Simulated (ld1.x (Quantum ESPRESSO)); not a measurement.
# Si: related potentials compared

Aim: generate and test one potential in full, then change a few of its settings and see what happens to hardness, ghosts and transferability.

Program: ld1.x (Quantum ESPRESSO) 7.5. Reference atom: BP86, scalar-relativistic, spherical and spin-unpolarised. All values are calculated.

1 further run of the same task is left out (it didn't finish).

## Step 1: The atom and the settings

Typed settings, in words:

```json
{
 "element": "silicon (Si, Z = 14)",
 "type": "PAW",
 "frozen core": "[Ne]",
 "valence charge": "4",
 "reference configuration": "3s2 3p0 (charge +2)",
 "partial waves": "3s (bound): rcut 1.20, rcutus 1.65 bohr; 3s channel at 2.15 Ry: rcut 1.20, rcutus 1.65 bohr; 3p (bound, empty): rcut 1.80, rcutus 2.10 bohr; 3p channel at -0.55 Ry: rcut 1.80, rcutus 2.10 bohr",
 "local potential": "all-electron potential smoothed inside 1.80 bohr (lloc = -1)",
 "core correction": "Bessel-smoothed model core inside 1.25 bohr",
 "augmentation charge": "PSQ, inside the norm-conserving radii"
}
```

The nodes and maxima of the atom's own shells, from an earlier all-electron run, set the scale for the radii.

All-electron outer shells of the reference configuration (BP86, scalar-relativistic, ld1.x):

```csv
shell,level (eV),outermost node (bohr),outermost maximum (bohr)
3s,-28.68,0.71,1.69
3p,-20.62,0.71,1.91
3d,-10.71,–,2.46
4f,-4.01,–,6.27
```

## Step 2: The first potential

Si.in

```
 &input
   title='Si', zed=14., rel=1, dft='BP', iswitch=3,
   config='[Ne] 3s2 3p0',
   nld=2, rlderiv=2.30, eminld=-4.0, emaxld=5.0, deld=0.02
 /
 &inputp
   pseudotype=3, lpaw=.true., tm=.true., lloc=-1, rcloc=1.80,
   nlcc=.true., new_core_ps=.true., rcore=1.25,
   which_augfun='PSQ', rmatch_augfun_nc=.true.,
   file_pseudopw='Si.UPF', file_wfcaegen='ae.wfc', file_wfcncgen='nc.wfc', file_beta='beta', file_chi='chi', file_wfcusgen='us.wfc'
 /
4
3S  1  0   2.00   0.00  1.20  1.65  0.0
3S  1  0   0.00   2.15  1.20  1.65  0.0
3P  2  1   0.00   0.00  1.80  2.10  0.0
3P  2  1   0.00  -0.55  1.80  2.10  0.0
 &test
   configts(1)='3s2 3p0'
 /
```

Run with:

```console
$ ld1.x < Si.in > Si.out
```

Output in Si.out (without the banner and most projector matrices):

```text
     Program LD1 v.7.5
     --------------------------- All-electron run ----------------------------

     Si
     scalar relativistic calculation

     atomic number is 14.00
     dft =BP   lsd =0 sic =0 latt =0  beta=0.20 tr2=1.0E-14
     Exchange-correlation= BP
                           (   1   1   1   1   0   0   0)
     mesh =1141 r(mesh) = 100.57892 a.u. xmin = -7.00 dx = 0.01250
     1 Ry =  13.60569312 eV, c = 137.03599908

     n l     nl                  e(Ry)          e(Ha)          e(eV)
     1 0     1S 1( 2.00)      -132.9589       -66.4795     -1808.9981
     2 0     2S 1( 2.00)       -11.8308        -5.9154      -160.9660
     2 1     2P 1( 6.00)        -8.6044        -4.3022      -117.0682
     3 0     3S 1( 2.00)        -2.1080        -1.0540       -28.6809
     3 1     3P 1( 0.00)        -1.5158        -0.7579       -20.6233

     final scf error:  1.6E-15 reached in  17 iterations

     Etot =    -578.269119 Ry,    -289.134560 Ha,   -7867.752177 eV

     Ekin =     579.794613 Ry,     289.897306 Ha,    7888.507578 eV
     Encl =   -1362.002374 Ry,    -681.001187 Ha,  -18530.986336 eV
     Eh   =     244.570455 Ry,     122.285228 Ha,    3327.550562 eV
     Exc  =     -40.631813 Ry,     -20.315907 Ha,    -552.823980 eV

     normalization and overlap integrals

     s(1S/1S) =  1.000000  <r> =   0.1112  <r2> =    0.0167  r(max) =   0.0723
     s(2S/2S) =  1.000000  <r> =   0.5671  <r2> =    0.3843  r(max) =   0.4543
     s(2P/2P) =  1.000000  <r> =   0.5361  <r2> =    0.3625  r(max) =   0.3861
     s(3S/3S) =  1.000000  <r> =   1.9478  <r2> =    4.3422  r(max) =   1.6878
     s(3P/3P) =  1.000000  <r> =   2.2207  <r2> =    5.7026  r(max) =   1.9126

     ------------------------ End of All-electron run ------------------------

     --------------------- Generating PAW atomic setup --------------------

      Generating local potential from pseudized AE potential:
      Matching radius rcloc =   1.8000

      Local pseudo, rcloc= 1.797 Estimated cut-off energy=     7.03 Ry

      Computing core charge for nlcc:

       r > 1.25 : true rho core
      Core charge pseudized with two Bessel functions
      Integrated core pseudo-charge :   3.06
      Wfc-us  3S rcutus= 1.667  Estimated cut-off energy=    15.90 Ry
      Wfc-us  3S rcutus= 1.667  Estimated cut-off energy=    25.25 Ry
      Wfc-us  3P rcutus= 2.087  Estimated cut-off energy=    17.48 Ry
      Wfc-us  3P rcutus= 2.087  Estimated cut-off energy=    19.88 Ry

     Required augmentation: PSQ   radius:    2.100000

     Q pseudized with Bessel functions
     Expected ecutrho=     135.8674 due to l1=  0   l2=  1

     Estimated PAW energy =  -44.970698 Ryd

     The PAW screened D coefficients
     1.00611     1.17483     0.00000     0.00000
     1.17483     1.41893     0.00000     0.00000
     0.00000     0.00000     0.45245     0.36470
     0.00000     0.00000     0.36470     0.29825

     The PAW descreened D coefficients (US)
     0.78872     0.80639     0.00000     0.00000
     0.80639     0.86485     0.00000     0.00000
     0.00000     0.00000     0.26196     0.19688
     0.00000     0.00000     0.19688     0.15163

     ------------------- End of pseudopotential generation -------------------

     [... the all-electron block is printed once more ...]


     Computing logarithmic derivative in   2.29266
     Computing logarithmic derivative in   2.29266
     Computing the partial wave expansion
     R is outside the sphere for l=    0 j= 0.00
     R is outside the sphere for l=    0 j= 0.00
     R is outside the sphere for l=    1 j= 0.00
     R is outside the sphere for l=    1 j= 0.00

     ---------------------- Testing the pseudopotential ----------------------

     Si
     scalar relativistic calculation

     atomic number is 14.00   valence charge is  4.00
     dft = SLA  PZ   B88  P86   lsd =0 sic =0 latt =0  beta=0.20 tr2=1.0E-14
     mesh =1141 r(mesh) = 100.57892 xmin = -7.00 dx = 0.01250

     n l     nl             e AE (Ry)        e PS (Ry)    De AE-PS (Ry)
     1 0     3S   1( 2.00)       -2.10800       -2.10801        0.00001
     2 1     3P   1( 0.00)       -1.51579       -1.51579        0.00000

     eps = 1.3E-15  iter =  3

     Etot =    -578.269119 Ry,    -289.134560 Ha,   -7867.752177 eV
     Etotps =   -44.970709 Ry,     -22.485355 Ha,    -611.857672 eV

     Ekin =       8.046976 Ry,       4.023488 Ha,     109.484692 eV
     Encl =     -14.235045 Ry,      -7.117523 Ha,    -193.677659 eV
     Ehrt =       1.849170 Ry,       0.924585 Ha,      25.159244 eV
     Ecxc =     -40.631811 Ry,     -20.315905 Ha,    -552.823949 eV
     (Ecc =      -4.478600 Ry,      -2.239300 Ha,     -60.934459 eV)

     ---------------------- End of pseudopotential test ----------------------
```

It took 1.6 s on 1 thread, shared host. (Generation and the later configuration tests together.)

Partial waves on a coarse radial grid (AE all-electron, PS pseudo):

```
r (bohr)    3s AE   3s PS    3p AE   3p PS
   0.105   0.1258  0.0490  -0.1396  0.0077
   0.210  -0.1740  0.0992  -0.2859  0.0303
   0.315  -0.3534  0.1514  -0.3323  0.0668
   0.420  -0.3718  0.2066  -0.2948  0.1151
   0.525  -0.2813  0.2648  -0.2057  0.1728
   0.630  -0.1341  0.3261  -0.0905  0.2371
   0.735   0.0330  0.3897   0.0334  0.3050
   0.840   0.1975  0.4545   0.1553  0.3735
   0.945   0.3467  0.5189   0.2689  0.4399
   1.050   0.4747  0.5810   0.3707  0.5018
   1.155   0.5792  0.6386   0.4592  0.5575
   1.260   0.6608  0.6898   0.5341  0.6055
   1.365   0.7209  0.7323   0.5956  0.6454
   1.470   0.7614  0.7644   0.6440  0.6767
   1.575   0.7845  0.7848   0.6800  0.6998
   1.680   0.7927  0.7927   0.7047  0.7153
   1.785   0.7882  0.7882   0.7192  0.7238
   1.890   0.7735  0.7735   0.7245  0.7259
   1.995   0.7506  0.7506   0.7219  0.7221
   2.100   0.7214  0.7214   0.7126  0.7126
   2.205   0.6876  0.6876   0.6977  0.6977
   2.310   0.6507  0.6507   0.6782  0.6782
   2.415   0.6118  0.6118   0.6551  0.6551
   2.520   0.5719  0.5719   0.6291  0.6291
   2.625   0.5319  0.5319   0.6011  0.6011
   2.730   0.4925  0.4925   0.5717  0.5717
```

## Step 3: Transferability test

Si.test.in

```
 &input
   title='Si', zed=14., rel=1, dft='BP', iswitch=2,
   config='[Ne] 3s2 3p0'
 /
 &test
   file_pseudo='Si.UPF', nconf=8,
   configts(1)='3s2 3p0',
   configts(2)='3s2 3p2',
   configts(3)='3s2 3p1',
   configts(4)='3s1 3p0',
   configts(5)='3s2 3p2.3',
   configts(6)='3s1 3p2',
   configts(7)='3s2 3p1.5',
   configts(8)='3s1 3p3'
 /
```

Run with:

```console
$ ld1.x < Si.test.in > Si.test.out
```

Si.test.out, the pseudopotential blocks:

```text
     ---------------------- Testing the pseudopotential ----------------------

     Si
     scalar relativistic calculation

     atomic number is 14.00   valence charge is  4.00
     dft =SLA  PZ   B88  P86   lsd =0 sic =0 latt =0  beta=0.20 tr2=1.0E-14
     mesh =1141 r(mesh) = 100.57892 xmin = -7.00 dx = 0.01250

     n l     nl             e AE (Ry)        e PS (Ry)    De AE-PS (Ry)
     1 0     3S   1( 2.00)       -2.10800       -2.10801        0.00001
     2 1     3P   1( 0.00)       -1.51579       -1.51579        0.00000

     eps = 1.3E-15  iter =  3

     Etot =    -578.269119 Ry,    -289.134560 Ha,   -7867.752177 eV
     Etotps =   -44.970709 Ry,     -22.485355 Ha,    -611.857672 eV

     Ekin =       8.046976 Ry,       4.023488 Ha,     109.484692 eV
     Encl =     -14.235045 Ry,      -7.117523 Ha,    -193.677659 eV
     Ehrt =       1.849170 Ry,       0.924585 Ha,      25.159244 eV
     Ecxc =     -40.631811 Ry,     -20.315905 Ha,    -552.823949 eV
     (Ecc =      -4.478600 Ry,      -2.239300 Ha,     -60.934459 eV)

     ---------------------- End of pseudopotential test ----------------------

     ---------------------- Testing the pseudopotential ----------------------

     Si
     [...]
     n l     nl             e AE (Ry)        e PS (Ry)    De AE-PS (Ry)
     1 0     3S   1( 2.00)       -0.80255       -0.80215       -0.00041
     2 1     3P   1( 2.00)       -0.30729       -0.30719       -0.00010

     eps = 9.8E-17  iter =  9

     Etot =    -580.028774 Ry,    -290.014387 Ha,   -7891.693496 eV
     Etotps =   -46.729878 Ry,     -23.364939 Ha,    -635.792378 eV
     dEtot_ae =      -1.759654 Ry
     dEtot_ps =      -1.759168 Ry,   Delta E=      -0.000486 Ry

     [...]
     ---------------------- End of pseudopotential test ----------------------

     ---------------------- Testing the pseudopotential ----------------------

     Si
     [...]
     n l     nl             e AE (Ry)        e PS (Ry)    De AE-PS (Ry)
     1 0     3S   1( 2.00)       -1.40736       -1.40673       -0.00063
     2 1     3P   1( 1.00)       -0.86413       -0.86374       -0.00039

     eps = 8.2E-15  iter = 10

     Etot =    -579.452610 Ry,    -289.726305 Ha,   -7883.854392 eV
     Etotps =   -46.153949 Ry,     -23.076974 Ha,    -627.956466 eV
     dEtot_ae =      -1.183491 Ry
     dEtot_ps =      -1.183240 Ry,   Delta E=      -0.000251 Ry

     [...]
     ---------------------- End of pseudopotential test ----------------------

     ---------------------- Testing the pseudopotential ----------------------

     Si
     [...]
     n l     nl             e AE (Ry)        e PS (Ry)    De AE-PS (Ry)
     1 0     3S   1( 1.00)       -2.91165       -2.91578        0.00413
     2 1     3P   1( 0.00)       -2.27180       -2.27535        0.00354

     eps = 8.5E-15  iter =  7

     Etot =    -575.761159 Ry,    -287.880580 Ha,   -7833.629647 eV
     Etotps =   -42.461001 Ry,     -21.230500 Ha,    -577.711348 eV
     dEtot_ae =       2.507960 Ry
     dEtot_ps =       2.509708 Ry,   Delta E=      -0.001749 Ry

     [...]
     ---------------------- End of pseudopotential test ----------------------

     ---------------------- Testing the pseudopotential ----------------------

     Si
     [...]
     n l     nl             e AE (Ry)        e PS (Ry)    De AE-PS (Ry)
     1 0     3S   1( 2.00)       -0.64764       -0.64733       -0.00032
     2 1     3P   1( 2.30)       -0.16575       -0.16574       -0.00001

     eps = 6.4E-15  iter =  9

     Etot =    -580.099368 Ry,    -290.049684 Ha,   -7892.653976 eV
     Etotps =   -46.800459 Ry,     -23.400229 Ha,    -636.752682 eV
     dEtot_ae =      -1.830248 Ry
     dEtot_ps =      -1.829750 Ry,   Delta E=      -0.000499 Ry

     [...]
     ---------------------- End of pseudopotential test ----------------------

     ---------------------- Testing the pseudopotential ----------------------

     Si
     [...]
     n l     nl             e AE (Ry)        e PS (Ry)    De AE-PS (Ry)
     1 0     3S   1( 1.00)       -1.46120       -1.46082       -0.00037
     2 1     3P   1( 2.00)       -0.91068       -0.91043       -0.00025

     eps = 4.9E-15  iter =  9

     Etot =    -578.905710 Ry,    -289.452855 Ha,   -7876.413442 eV
     Etotps =   -45.607215 Ry,     -22.803608 Ha,    -620.517777 eV
     dEtot_ae =      -0.636591 Ry
     dEtot_ps =      -0.636506 Ry,   Delta E=      -0.000085 Ry

     [...]
     ---------------------- End of pseudopotential test ----------------------

     ---------------------- Testing the pseudopotential ----------------------

     Si
     [...]
     n l     nl             e AE (Ry)        e PS (Ry)    De AE-PS (Ry)
     1 0     3S   1( 2.00)       -1.09034       -1.08979       -0.00056
     2 1     3P   1( 1.50)       -0.57143       -0.57116       -0.00027

     eps = 7.4E-16  iter =  9

     Etot =    -579.810422 Ry,    -289.905211 Ha,   -7888.722677 eV
     Etotps =   -46.511608 Ry,     -23.255804 Ha,    -632.822668 eV
     dEtot_ae =      -1.541303 Ry
     dEtot_ps =      -1.540899 Ry,   Delta E=      -0.000405 Ry

     [...]
     ---------------------- End of pseudopotential test ----------------------

     ---------------------- Testing the pseudopotential ----------------------

     Si
     [...]
     n l     nl             e AE (Ry)        e PS (Ry)    De AE-PS (Ry)
     1 0     3S   1( 1.00)       -0.85793       -0.85764       -0.00029
     2 1     3P   1( 3.00)       -0.35043       -0.35035       -0.00008

     eps = 8.7E-17  iter =  9

     Etot =    -579.527253 Ry,    -289.763626 Ha,   -7884.869958 eV
     Etotps =   -46.228598 Ry,     -23.114299 Ha,    -628.972120 eV
     dEtot_ae =      -1.258134 Ry
     dEtot_ps =      -1.257889 Ry,   Delta E=      -0.000245 Ry

     [...]
     ---------------------- End of pseudopotential test ----------------------
```

Excitation and ionisation energies from 3s2 3p0, with the error of the potential.

```csv
valence configuration,charge,ΔE all-electron (eV),error AE − PS (meV)
3s2 3p2,0,-23.941,-6.6
3s2 3p1,+1,-16.102,-3.4
3s1 3p0,+3,34.123,-24
3s2 3p2.3,-0.3,-24.902,-6.8
3s1 3p2,+1,-8.661,-1.2
3s2 3p1.5,+0.5,-20.970,-5.5
3s1 3p3,0,-17.118,-3.3
```

## Step 4: Scattering by logarithmic derivatives

Taken from the files of the generation run. The phase is arctan(r·u′/u) with u = r·R, unwrapped, with energies in Ry. A pole is an energy at which the radial function vanishes at the test radius. The pseudo phase is shifted by a multiple of π to meet the all-electron one at the reference energy. Levels narrower than the energy grid can be missing from the poles. The last column is the largest difference on the grid between −1 and +1 Ry.

```tsv
channel	radius (bohr)	reference (Ry)	poles AE	poles PS	window around the reference with phases within 0.05 rad (Ry)	largest difference near zero (rad)
s	2.29	-2.11	-0.64	-0.64	the whole range	0.000
p	2.29	-1.52	0.29	0.29	below 3.3	0.000
```

Phases (rad) along the scan:

```
E (Ry)    p AE    p PS    s AE    s PS
 -4.00   1.248   1.248   1.174   1.174
 -3.52   1.196   1.196   1.065   1.065
 -3.04   1.112   1.112   0.824   0.824
 -2.56   0.953   0.952   0.109   0.109
 -2.08   0.561   0.561  -0.930  -0.930
 -1.60  -0.399  -0.399  -1.324  -1.324
 -1.12  -1.109  -1.109  -1.482  -1.482
 -0.64  -1.371  -1.371  -1.570  -1.570
 -0.16  -1.497  -1.497  -1.632  -1.632
  0.32  -1.574  -1.575  -1.683  -1.683
  0.80  -1.633  -1.633  -1.734  -1.734
  1.28  -1.685  -1.685  -1.791  -1.791
  1.76  -1.738  -1.740  -1.865  -1.865
  2.24  -1.802  -1.806  -1.978  -1.978
  2.72  -1.891  -1.902  -2.183  -2.183
  3.20  -2.039  -2.074  -2.640  -2.644
  3.68  -2.351  -2.478  -3.483  -3.495
  4.16  -3.093  -3.421  -4.068  -4.078
  4.64  -3.909  -4.115  -4.321  -4.330
```

## Step 5: Plane-wave convergence, by spherical Bessel functions

This step uses the generator's waves and projectors in a separate script. Basis: spherical Bessel functions vanishing at 20 bohr, q² up to the cutoff; potential fixed at the reference.

All-electron valence levels (Ry): 3s -2.1080, 3p -1.5158. The lowest levels of each channel (Ry) by cutoff; the last column sums, over occupied levels, occupation times the distance from the level at 400 Ry. A positive value at high cutoff is not a bound level.

| cutoff (Ry) | s #1 | p #1 | d #1 | f #1 | Σ f·Δε (mRy) |
| --- | --- | --- | --- | --- | --- |
| 8 | -2.0934 | -1.5073 | -0.7230 | -0.2943 | 29.3 |
| 10 | -2.1021 | -1.5123 | -0.7284 | -0.2944 | 11.9 |
| 12 | -2.1062 | -1.5144 | -0.7314 | -0.2944 | 3.7 |
| 15 | -2.1075 | -1.5155 | -0.7329 | -0.2945 | 1.0 |
| 18 | -2.1077 | -1.5157 | -0.7337 | -0.2945 | 0.6 |
| 21 | -2.1078 | -1.5158 | -0.7339 | -0.2945 | 0.5 |
| 25 | -2.1079 | -1.5158 | -0.7340 | -0.2945 | 0.4 |
| 400 | -2.1080 | -1.5158 | -0.7341 | -0.2945 | 0.0 |

The sum stays within 10 mRy from 12 Ry and within 1 mRy from 18 Ry. The sum leaves out empty levels, which can need more. Ghost test: no level below the all-electron spectrum of its channel (s, p, d, f tested).

## Step 6: Changed: all radii scaled by 0.92 (s 1.52, p 1.94 bohr); local potential all-electron potential …

In full, the change is: all radii scaled by 0.92 (s 1.52, p 1.94 bohr); local potential all-electron potential smoothed inside 1.38 bohr (lloc = -1).

Si.in

```
 &input
   title='Si', zed=14., rel=1, dft='BP', iswitch=3,
   config='[Ne] 3s2 3p0',
   nld=2, rlderiv=2.10, eminld=-4.0, emaxld=5.0, deld=0.02
 /
 &inputp
   pseudotype=3, lpaw=.true., tm=.true., lloc=-1, rcloc=1.38,
   nlcc=.true., new_core_ps=.true., rcore=1.25,
   which_augfun='PSQ', rmatch_augfun_nc=.true.,
   file_pseudopw='Si.UPF', file_wfcaegen='ae.wfc', file_wfcncgen='nc.wfc', file_beta='beta', file_chi='chi', file_wfcusgen='us.wfc'
 /
4
3S  1  0   2.00   0.00  1.12  1.52  0.0
3S  1  0   0.00   2.15  1.12  1.52  0.0
3P  2  1   0.00   0.00  1.66  1.94  0.0
3P  2  1   0.00  -0.55  1.66  1.94  0.0
 &test
   configts(1)='3s2 3p0'
 /
```

Run with:

```console
$ ld1.x < Si.in > Si.out
```

What the program wrote to Si.out (without the banner and most projector matrices):

```text
     Program LD1 v.7.5
     [... all-electron run as in step 2 ...]


     --------------------- Generating PAW atomic setup --------------------

      Generating local potential from pseudized AE potential:
      Matching radius rcloc =   1.3800

      Local pseudo, rcloc= 1.365 Estimated cut-off energy=    12.18 Ry

      Computing core charge for nlcc:

       r > 1.25 : true rho core
      Core charge pseudized with two Bessel functions
      Integrated core pseudo-charge :   3.06
      Wfc-us  3S rcutus= 1.508  Estimated cut-off energy=    18.69 Ry
      Wfc-us  3S rcutus= 1.508  Estimated cut-off energy=    26.09 Ry
      Wfc-us  3P rcutus= 1.937  Estimated cut-off energy=    20.02 Ry
      Wfc-us  3P rcutus= 1.937  Estimated cut-off energy=    22.00 Ry

     Required augmentation: PSQ   radius:    1.940000

     Q pseudized with Bessel functions
     Expected ecutrho=     152.5971 due to l1=  0   l2=  1

     Estimated PAW energy =  -44.970698 Ryd

     The PAW screened D coefficients
     0.75030     1.03156     0.00000     0.00000
     1.03156     1.40738     0.00000     0.00000
     0.00000     0.00000     0.52720     0.46456
     0.00000     0.00000     0.46456     0.41202

     The PAW descreened D coefficients (US)
     0.97979     1.11362     0.00000     0.00000
     1.11362     1.27595     0.00000     0.00000
     0.00000     0.00000     0.43612     0.35549
     0.00000     0.00000     0.35549     0.29195

     ------------------- End of pseudopotential generation -------------------

     [... all-electron run as in step 2 ...]


     Computing logarithmic derivative in   2.10058
     Computing logarithmic derivative in   2.10058
     Computing the partial wave expansion
     R is outside the sphere for l=    0 j= 0.00
     R is outside the sphere for l=    0 j= 0.00
     R is outside the sphere for l=    1 j= 0.00
     R is outside the sphere for l=    1 j= 0.00

     ---------------------- Testing the pseudopotential ----------------------

     Si
     scalar relativistic calculation

     atomic number is 14.00   valence charge is  4.00
     dft = SLA  PZ   B88  P86   lsd =0 sic =0 latt =0  beta=0.20 tr2=1.0E-14
     mesh =1141 r(mesh) = 100.57892 xmin = -7.00 dx = 0.01250

     n l     nl             e AE (Ry)        e PS (Ry)    De AE-PS (Ry)
     1 0     3S   1( 2.00)       -2.10800       -2.10801        0.00001
     2 1     3P   1( 0.00)       -1.51579       -1.51579        0.00000

     eps = 1.3E-15  iter =  3

     Etot =    -578.269119 Ry,    -289.134560 Ha,   -7867.752177 eV
     Etotps =   -44.970710 Ry,     -22.485355 Ha,    -611.857686 eV

     Ekin =       8.046975 Ry,       4.023488 Ha,     109.484677 eV
     Encl =     -14.235045 Ry,      -7.117523 Ha,    -193.677658 eV
     Ehrt =       1.849170 Ry,       0.924585 Ha,      25.159245 eV
     Ecxc =     -40.631811 Ry,     -20.315905 Ha,    -552.823950 eV
     (Ecc =      -4.478600 Ry,      -2.239300 Ha,     -60.934459 eV)

     ---------------------- End of pseudopotential test ----------------------
```

Wall time 1.7 s (1 thread, shared host). This counts the later configuration tests of the new file too.

The test run was repeated on this file; only its results are given.

The tests as a table, with energies relative to 3s2 3p0.

```tsv
valence configuration	charge	ΔE all-electron (eV)	error AE − PS (meV)
3s2 3p2	0	-23.941	-6.2
3s2 3p1	+1	-16.102	-3.2
3s1 3p0	+3	34.123	-23
3s2 3p2.3	-0.3	-24.902	-6.4
3s1 3p2	+1	-8.661	-1.2
3s2 3p1.5	+0.5	-20.970	-5.2
3s1 3p3	0	-17.118	-3.3
```

With this change the loose cutoff goes from 12 Ry to 15 Ry, the largest test error goes from -24 to -23 meV and there is no bound ghost.

[end of part 1 of 2]
